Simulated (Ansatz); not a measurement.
# F2H7NW: the cost of one run

Method: RKS B3LYP/def2-SVP, in Ansatz 0.2.0.

## 1. The structure to begin with

Bond lengths: W1–F2 2.200 Å, W1–H3 1.720 Å, W1–H4 1.720 Å, W1–H5 1.720 Å, W1–F6 1.850 Å, W1–H7 1.720 Å, W1–N8 2.380 Å, N8–H9 1.060 Å, N8–H10 1.060 Å, W1–H11 2.302 Å. Angles (14 of 31 angles, heavy atoms first): F2–W1–F6 90.0°, F2–W1–N8 71.6°, F6–W1–N8 46.6°, F2–W1–H3 90.0°, F2–W1–H4 90.0°, F2–W1–H5 90.0°, F2–W1–H7 180.0°, F2–W1–H11 34.5°, H3–W1–F6 90.0°, H3–W1–N8 49.1°, H4–W1–F6 180.0°, H4–W1–N8 133.4°, H5–W1–F6 90.0°, H5–W1–N8 130.9°.

Coordinates:

```xyz
11

W     0.0000    0.0000    0.0000
F     0.0000    0.0000    2.2000
H     1.7200    0.0000    0.0000
H     0.0000    1.7200    0.0000
H    -1.7200    0.0000    0.0000
F     0.0000   -1.8500    0.0000
H     0.0000    0.0000   -1.7200
N     1.5589   -1.6343    0.7505
H     1.2569   -2.6447    0.8582
H     2.5551   -1.3519    0.9770
H     0.9003   -0.9439    1.8973
```

## 2. Pulling towards end A

Springs on the bonds that form and break draw the guess towards this end; the thresholds are loose.

Input file input.yaml:

```yaml
crystal:
  periodic: [false, false, false]
  atoms:
    - { symbol: W, position_ang: [0.0, 0.0, 0.0] }
    - { symbol: F, position_ang: [0.0, 0.0, 2.2] }
    - { symbol: H, position_ang: [1.72, 0.0, 0.0] }
    - { symbol: H, position_ang: [0.0, 1.72, 0.0] }
    - { symbol: H, position_ang: [-1.72, 0.0, 0.0] }
    - { symbol: F, position_ang: [0.0, -1.85, 0.0] }
    - { symbol: H, position_ang: [0.0, 0.0, -1.72] }
    - { symbol: "N", position_ang: [1.5589, -1.6343, 0.7505] }
    - { symbol: H, position_ang: [1.2569, -2.6447, 0.8582] }
    - { symbol: H, position_ang: [2.5551, -1.3519, 0.977] }
    - { symbol: H, position_ang: [0.9003, -0.9439, 1.8973] }
basis:
  gaussian: { orbitals: def2-SVP }
hamiltonian:
  xc: b3lyp
relax:
  f_tol: 0.15
  max_steps: 25
  restrain:
    - { distance: [0, 7], at: 3.28, k: 30.0 }
    - { distance: [10, 1], at: 2.12, k: 30.0 }
    - { distance: [0, 1], at: 1.85, k: 30.0 }
    - { distance: [10, 7], at: 1.06, k: 30.0 }
```

Run with:

```
ansatz run input.yaml --threads 2 --pin off --max-ram 3072MiB --backend cpu --events-out ev --progress --plain --runs-dir out
```

Q: Estimate wall time and peak memory on 2 threads of Intel Xeon at 2.60GHz (Ice Lake), shared host.

About 66 s, with a peak of 0.27 GiB.
